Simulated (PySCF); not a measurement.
# C5H5N3: the cost of one run

Computed with PySCF 2.14.0 and routines of our own; the level stands in each step. Atoms count from 0.

## 1. The starting structure

13 atoms, charge 0, multiplicity 1; geometry from: GFN2-xTB.

## 2. Magnetic properties: GIAO B3LYP/pcSseg-1

The job: settings as JSON, then the geometry in Å.

```
{"job": {"kind": "mag", "xc": "B3LYP", "basis": "pcSseg-1", "isotopologues": 2}, "charge": 0, "multiplicity": 1}
C      2.955071     0.494435    -0.135283
C      1.770392     0.681051    -0.178975
C      0.379432     0.878342    -0.233389
N     -0.211515     2.101675    -0.236194
N     -1.472127     1.962884    -0.294484
N     -1.758548     0.658545    -0.330998
C     -0.623727    -0.081661    -0.295385
C     -0.588802    -1.560786    -0.312870
H      3.992196     0.345060    -0.096486
H     -2.711904     0.334021    -0.380390
H     -1.187050    -1.951179    -1.135948
H     -0.986152    -1.964383     0.619342
H      0.438347    -1.897516    -0.427639
```

With the program's defaults for keys left out, this is: GIAO B3LYP/pcSseg-1 magnetisability, rotational g tensor and spin-rotation constants, non-relativistic, gas phase.

Launch:

```bash
$ OMP_NUM_THREADS=1 python excited_run.py task.json out
```

This one command runs all jobs of the session in turn.

Q: Estimate the wall time and peak memory of this first job on 1 thread of Intel Xeon Platinum 8375C at 2.90GHz, shared host.

About 20 s, with a peak of 0.74 GiB.
